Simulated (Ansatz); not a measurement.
**AlBH2OF2 (SMILES O[B](F)[AlH][F]) at CCSD(T)/6-31G(d) (spherical functions)**

What is the energy change on altering one bond length of AlBH2OF2 at CCSD(T)/6-31G* (spherical functions)? 

The results are computed with Ansatz 0.2.0.

128 further runs of the same task are left out: 128 set aside as unsound or not needed.

## 1. The molecule

AlBH2OF2 has 7 atoms, charge 0, and is taken as a singlet. As SMILES, `O[B](F)[AlH][F]`. The coordinates come from a PBE0-D4/def2-TZVP relaxation. This is one conformer, not always the lowest.

Bond lengths: O1–B2 1.351 Å, B2–F3 1.331 Å, B2–Al4 2.153 Å, Al4–F5 1.661 Å, O1–H6 0.961 Å, Al4–H7 1.580 Å. Angles: O1–B2–F3 115.5°, O1–B2–Al4 122.4°, F3–B2–Al4 122.1°, B2–Al4–F5 111.0°, B2–O1–H6 113.4°, B2–Al4–H7 132.2°, F5–Al4–H7 116.8°.

## 2. A single-point energy at CCSD(T)/6-31G(d) (spherical functions)

Contents of input.yaml:

```yaml
crystal:
  periodic: [false, false, false]
  atoms:
    - symbol: O
      position_ang: [0.462300, -0.166500, 1.769000]
    - symbol: B
      position_ang: [0.511800, -0.675600, 0.519100]
    - symbol: F
      position_ang: [1.170800, -1.824800, 0.394500]
    - symbol: Al
      position_ang: [-0.411500, 0.301600, -1.162100]
    - symbol: F
      position_ang: [-1.152700, 1.713100, -0.697800]
    - symbol: H
      position_ang: [-0.019900, 0.662300, 1.825000]
    - symbol: H
      position_ang: [-0.499600, -0.078200, -2.693300]
basis:
  gaussian:
    orbitals: 6-31G_st_-spherical.json
accuracy: high
correlation:
  method: ccsd_t
  frozen_orbitals: {Al: 5, B: 1, F: 1, H: 0, O: 1}
total_charge: 0
scf:
  omitted_lower_state_checks: [cluster_reference, increment]
```

The basis set 6-31G* is read from a file made from the Basis Set Exchange's data (not shown).

On the command line:

```sh
$ ansatz run input.yaml --threads 1 --pin off --max-ram 3480MiB --events-out events.jsonl --progress --plain --runs-dir runs
```

Standard output, shortened:

```text
Warning: RAYON_NUM_THREADS=1 ignored (pool sized by the plan → 1); use --threads N
Functional definition: HF
  name "HF"
[...]
1697 factors; integrals over basis functions are off by at most 5.8e-9 eV
[...]
mean field -14739.23331931 eV, -541.6568338734 hartree, gradient 2.0e-8 eV, S^2 0.000000; 0 other end points of the search recorded, 0 dependent functions left out
9 core orbitals not correlated: weight in the atoms' cores, before any rotation towards them, 1.000 or more for the frozen orbitals, at most 0.000 for the correlated occupied ones
reference -14739.23331931 eV, -541.6568338734 hartree; 14, 14 occupied and 55, 55 virtual orbitals, 1697 factors
second order -17.46415479 eV of doubles, -0.00000000 eV of singles
cycle   1  -17.47369659 eV  change   -9.5e-3 eV  update   1.1e-1
[...]
cycle  20  -18.02660615 eV  change   -1.3e-9 eV  update   3.1e-9
perturbative correction -0.36793333 eV, -0.0135213006 hartree
Total energy: -14757.62785879 eV, -542.3328207311 hartree
Checks for a lower state left out: cluster_reference, increment
```

Run time: 14 s. Hardware: 1 thread of Arm Neoverse V1, shared host; peak memory 0.39 GiB.

## 3. The distorted shape, same level

Contents of molecule.yaml:

```yaml
crystal:
  periodic: [false, false, false]
  atoms:
    - {symbol: O, position_ang: [0.532780, 0.137339, 2.993956]}
    - {symbol: B, position_ang: [0.582280, -0.371761, 1.744056]}
    - {symbol: F, position_ang: [1.241280, -1.520961, 1.619456]}
    - {symbol: Al, position_ang: [-0.341020, 0.605439, 0.062856]}
    - {symbol: F, position_ang: [-1.082220, 2.016939, 0.527156]}
    - {symbol: H, position_ang: [0.050580, 0.966139, 3.049956]}
    - {symbol: H, position_ang: [-0.499600, -0.078200, -2.693300]}
basis:
  gaussian:
    orbitals: 6-31G_st_-spherical.json
magnetization:
  spin_polarized: false
  initial_magnetization: 0
correlation:
  method: ccsd_t
  frozen_orbitals: {Al: 5, B: 1, F: 1, H: 0, O: 1}
accuracy: high
scf:
  omitted_lower_state_checks: [cluster_reference, increment]
```

The basis set 6-31G* is read from a file made from the Basis Set Exchange's data (not shown).

On the command line:

```sh
$ ansatz run molecule.yaml --threads 1 --pin off --max-ram 3480MiB --events-out events.jsonl --progress --plain --runs-dir runs
```

Standard output, shortened:

```text
Warning: RAYON_NUM_THREADS=1 ignored (pool sized by the plan → 1); use --threads N
[... 2 set-up lines as earlier in the session ...]
[...]
1688 factors; integrals over basis functions are off by at most 7.5e-9 eV
[...]
mean field -14735.78583165 eV, -541.5301410386 hartree, gradient 1.8e-8 eV, S^2 0.000000; 1 other end points of the search recorded, 0 dependent functions left out; unrestricted orbitals would lower it
9 core orbitals not correlated: weight in the atoms' cores, before any rotation towards them, 1.000 or more for the frozen orbitals, at most 0.000 for the correlated occupied ones
reference -14735.78583165 eV, -541.5301410386 hartree; 14, 14 occupied and 55, 55 virtual orbitals, 1688 factors
second order -17.84318315 eV of doubles, -0.00000000 eV of singles
cycle   1  -17.95537738 eV  change   -1.1e-1 eV  update   1.5e-1
[...]
cycle  25  -18.83380277 eV  change   -1.1e-9 eV  update   2.5e-9
perturbative correction -0.46637655 eV, -0.0171390222 hartree
Total energy: -14755.08601097 eV, -542.2394095466 hartree
Checks for a lower state left out: cluster_reference, increment
```

Wall time 17 s (1 thread of Arm Neoverse V1, shared host); peak memory 0.38 GiB.

## 4. Summary of results

Level: CCSD(T)/6-31G* (spherical functions), 9 core orbitals frozen.

| quantity | value |
| --- | --- |
| first shape: total energy | -542.33282 Eh |
| first shape: correlation energy (9 core orbitals frozen) | -676.0 mEh |
| first shape: (T) correction | -13.52 mEh |
| first shape: T1 diagnostic | 0.016 |
| distorted shape: total energy | -542.23941 Eh |
| distorted shape: correlation energy (9 core orbitals frozen) | -709.3 mEh |
| distorted shape: (T) correction | -17.14 mEh |
| distorted shape: T1 diagnostic | 0.024 |
| energy change with the Al4–H7 bond stretched from 1.580 to 2.844 Å | 2.542 eV |

What this shows: With the Al4–H7 bond stretched from 1.580 to 2.844 Å the energy rises by 2.54 eV (245 kJ/mol). The first shape isn't relaxed at this level, so the change isn't measured from a minimum. The triples (first shape) make up 2.0 % of the correlation energy. The T1 diagnostic (distorted shape) of 0.024 is above the customary mark for such species, so a single reference may not serve. The restricted solution (distorted shape) is unstable to spin breaking: an unrestricted one lies lower. The triples (distorted shape) make up 2.4 % of the correlation energy.
